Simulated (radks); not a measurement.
# Excited configurations of Er⁶¹⁺

The task here is to estimate one member of a computed series from the others.

Program: radks (a radial shooting solver on a logarithmic mesh, Libxc functionals) version 1. Level of theory: scalar-relativistic Kohn-Sham, r2SCAN, spin-polarised, spherical densities, finite nucleus; open shells are filled with parallel spins first. These are calculated values, not measurements, unless marked.

**The atom as given**

* element: erbium (Z = 68)
* charge: +61
* electrons: 7
* configuration: [He] 2s2 2p3
* nuclear rms radius: 5.2516 fm

Outer shells as boxes (Hund's rule):

Er⁶¹⁺
```
[He] core
2s [↑↓]
2p [↑ ][↑ ][↑ ]
```

The first run:

Settings of this run:

```text
Z 68
configuration [He] 2s2 2p3
relativity scalar-relativistic
functional r2scan,r2scan
spin polarised
nucleus finite rms 5.2516 fm
c 137.035999084
```

Among the steps run: Ground configuration: [He] 2s2 2p3.

One of the session's tables, all rows but one given; the rest of the session is left out.

It belongs to the step «Ground configuration: [He] 2s2 2p3». Radial moments (bohr):

```
  level      <r>  outermost maximum (interpolated)  90 % within
  1s up        ?                                 ?            ?
1s down  0.02031                            0.0128       0.0368
  2s up  0.08362                            0.0718        0.129
2s down  0.08390                            0.0719        0.129
  2p up  0.07356                            0.0580        0.119
2p down  0.07391                            0.0582        0.120
```

**Question.** Estimate the row for 1s up.

As computed: <r>: 0.02033; outermost maximum (interpolated): 0.0129; 90 % within: 0.0369. In the column «<r>» it lies between 1s down (0.02031) and 2p up (0.07356).

To keep in mind: Open shells are spherical and high-spin; term and fine-structure splittings are not resolved.
